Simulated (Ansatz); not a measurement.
# S (diamond type): how the settings move a single-point run

How sensitive is a single-point run of S (diamond type) to its settings? A reference run comes first, then one run with altered input.

Method: reference: DFT, LDA, PAW with Ansatz's default frozen-core files, scalar-relativistic, in Ansatz 0.2.0.

### Step 1. The system as given

The structure is cubic, space group Fd-3m (No. 227). The conventional cell has a = 5.539 Å, b = 5.539 Å, c = 5.539 Å, α = 90.00°, β = 90.00°, γ = 90.00°. Around S (site symmetry -43m) lie 4 S at 2.40 Å.

As a file:

```
CELL_PARAMETERS angstrom
0.00000 2.76936 2.76936
2.76936 0.00000 2.76936
2.76936 2.76936 0.00000
ATOMIC_POSITIONS crystal
S 0.87500 0.87500 0.87500
S 0.12500 0.12500 0.12500
```

### Step 2. Baseline

File input.yaml:

```yaml
crystal:
  lattice:
    - [0.0, 2.7693600248, 2.7693600248]
    - [2.7693600248, 0.0, 2.7693600248]
    - [2.7693600248, 2.7693600248, 0.0]
  atoms:
    - { symbol: S, position: [-0.125, -0.125, -0.125] }
    - { symbol: S, position: [0.125, 0.125, 0.125] }
kpoints:
  mp_grid: { grid: [13, 13, 13] }
scf:
  occupations: { method: fermi_dirac, width: 0.05 }
hamiltonian:
  xc: lda
  pseudopotentials: { kind: paw }
output:
  forces: true
  stress: true
  eigenvalues: true
  populations: true
```

Launch:

```
$ ansatz run input.yaml --threads 1 --pin off --max-ram 2048MiB --backend cpu --events-out ev --progress --plain --runs-dir out
```

### Step 3. Changed: xc_grid 4

Edit input.yaml of step 2 so:

```diff
@@ -20 +20,3 @@
   populations: true
+basis:
+  xc_grid: 4
```

**Question.** What will these runs give? Wanted: for each run, ending; energy change; pressure; gap; force.

**Answer**, as computed:

```tsv
run	ending	energy change	pressure (GPa)	gap (eV)	force (eV/Å)	cycles	time
reference	converged	0	2.9	0.00	0.00	6	2.9 s
1: xc_grid 4	converged	0.0 meV/atom	2.9	0.00	0.00	6	2.2 s
```

Residual by cycle in the longest SCF loop of each run; runs are numbered as in the table. The quantity is the density residual dr2, in eV.

```tsv
cycle	reference	run 1
1	0.0045	0.0045
2	0.00154	0.00154
3	2.9e-6	2.9e-6
4	7.9e-8	7.9e-8
5	5.3e-10	5.3e-10
6	5.3e-12	5.3e-12
```

What this shows: Changing the numerical grids hardly moves the energy: 0.0 meV/atom. Semilocal functionals close small gaps, so the missing gap need not be the real solid's.
